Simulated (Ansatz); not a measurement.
**SnH2+ (doublet): wave-function methods side by side at scale of all distances = 1.307, def2-TZVP**

Aim: climb from Hartree-Fock through coupled cluster and multireference methods for SnH2+ (doublet) at one geometry and basis, and see what each rung misses.

Method: def2-TZVP, core rule «outside noble gas», up to 9 orbitals frozen; program: Ansatz 0.2.0, Gaussian basis.

To be run: UHF; CCSD(T) on ROHF; CCSD(T) on UHF; BCCD(T) on ROHF; CISD; CCSDT(Q) on ROHF; CCSDT(Q) on UHF; CASSCF and MRCISD+Q, 3 electrons in 3 orbitals; CASSCF and NEVPT2, 3 electrons in 3 orbitals; CASSCF and MRCISD+Q, 5 electrons in 6 orbitals; CASSCF and NEVPT2, 5 electrons in 6 orbitals; Full CI.

9 further runs of the same task are left out: 7 that didn't finish, 2 set aside as unsound or not needed.

### 1 The system

The geometry derives from a PBE0/def2-TZVP stationary point (not a proven minimum). All distances are scaled together. No spin-orbit coupling is included. Elements past krypton take def2 core potentials.

3 atoms, charge 1, spin multiplicity 2.

Atoms are counted from 1 here; the program's logs count them from 0.

Bond lengths: Sn1–H2 2.164 Å, Sn1–H3 2.164 Å. Angles: H2–Sn1–H3 180.0°.

### 2 UHF

Contents of in.yaml:

```yaml
crystal:
  periodic: [false, false, false]
  atoms:
    - {symbol: Sn, position_ang: [0.000000, 0.000000, 0.000000]}
    - {symbol: H, position_ang: [0.000000, 0.000000, -2.163608]}
    - {symbol: H, position_ang: [0.000000, 0.000000, 2.163608]}
basis:
  gaussian: {orbitals: def2-TZVP}
total_charge: 1
magnetization: {spin_polarized: true, initial_magnetization: 1}
hamiltonian: {xc: hf}
output: {orbitals: {seedname: orbitals}}
```

Started as:

```console
$ ansatz run in.yaml --threads 1 --pin off --events-out ev --progress --plain --max-ram 2393MiB
```

Further steps of the session: CCSD(T) on ROHF; CCSD(T) on UHF; BCCD(T) on ROHF; CISD; CCSDT(Q) on ROHF; CCSDT(Q) on UHF; CASSCF and MRCISD+Q, 3 electrons in 3 orbitals; CASSCF and NEVPT2, 3 electrons in 3 orbitals; CASSCF and MRCISD+Q, 5 electrons in 6 orbitals; CASSCF and NEVPT2, 5 electrons in 6 orbitals; Full CI.

Q: Predict the results of all the runs planned. Wanted: FCI below the RHF energy; RMP2 from FCI; UMP2 from FCI; RCCSD from FCI; RCCSD(T) from FCI; UCCSD(T) from FCI; RCCSDT(Q) from FCI; UCCSDT(Q) from FCI; NEVPT2 pair from FCI.

**Answer**, as computed:

| quantity | value |
| --- | --- |
| FCI below the RHF energy | -2.9235 eV |
| RMP2 from FCI | +759.7 meV |
| UMP2 from FCI | +801.3 meV |
| RCCSD from FCI | +96.2 meV |
| RCCSD(T) from FCI | +20.1 meV |
| UCCSD(T) from FCI | +24.7 meV |
| RCCSDT(Q) from FCI | +0.2 meV |
| UCCSDT(Q) from FCI | 0.0 meV |
| NEVPT2 pair from FCI | +446.1 meV |
| MRCISD+Q pair from FCI | -22.4 meV |
| NEVPT2 valence from FCI | +265.5 meV |
| levels within 1 kcal/mol (43 meV) | RCCSD(T), UCCSD(T), BCCD(T), RCCSDT, UCCSDT, RCCSDT(Q), UCCSDT(Q), MRCISD+Q pair, MRCISD valence, MRCISD+Q valence |
| T1 diagnostic | 0.053 |
| effectively unpaired electrons | 1.10 |

What this shows: RCCSD(T) misses by +20.1 meV, 0.7 % of the correlation energy. MRCISD+Q pair, MRCISD+Q valence fall below full CI: the +Q correction isn't variational, and the cores differ from full CI's. The occupations are near whole numbers, but T1 = 0.053 shows that the orbitals relax strongly. Of the multireference levels listed MRCISD+Q valence comes nearest in total energy (-2.2 meV), which doesn't show that its space is the better one. Coupled cluster took another determinant than the lowest Hartree-Fock one. These misses are within one basis, not against nature; the frozen cores of restricted and unrestricted runs differ, which can shift their rows.
